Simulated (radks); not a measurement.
# Os³⁺ in [Xe] 4f14 5d5: an all-electron calculation

Wanted: eigenvalues, radial structure and energy terms of the osmium ion Os3+.

Method: Dirac Kohn-Sham, AM05, spin-unpolarised, spherical densities, finite nucleus; open shells fill j = l - 1/2 first. Code: radks (a radial shooting solver on a logarithmic mesh, Libxc functionals) version 1.

## Step 1: What is computed

```
element            : osmium (Z = 76)
charge             : +3
electrons          : 73
configuration      : [Xe] 4f14 5d5
nuclear rms radius : 5.4126 fm
```

## Step 2: The run

Input:

```text
Z 76
configuration [Xe] 4f14 5d5
relativity Dirac
functional am05,am05
spin unpolarised
j_filling energy
nucleus finite rms 5.4126 fm
c 137.035999084
```

Started as:

```
> python run_ks.py task.json out
```

This one command runs every case of the session in turn.

What does the calculation give?

As calculated:

| quantity | value |
| --- | --- |
| total energy | -17267.1815 hartree |
| exchange-correlation share of it | 1.91 % |
| −T/E | 1.1343 |
| highest occupied level | 5d5/2, -34.210 eV |
| most extended occupied level | 5d5/2, <r> = 1.63 bohr |
| radius at density 0.001 e/bohr³ | 3.38 bohr |
| maxima of the radial density | 4 |
| ionisation energy, NIST | 41 (theory) eV |

What this shows: 5 principal shells are occupied and 4 maxima appear in the radial density; where shells overlap, one shows as a shoulder or not at all. −T/E is 1.134: with relativity the kinetic term as defined here no longer equals −E. The top level binds by 34.210 eV, 83 % of the NIST ionisation energy of 41 eV; the potential of a semilocal functional falls off too fast, so its top eigenvalue is too shallow. Spin polarisation and multiplet splitting are left out.
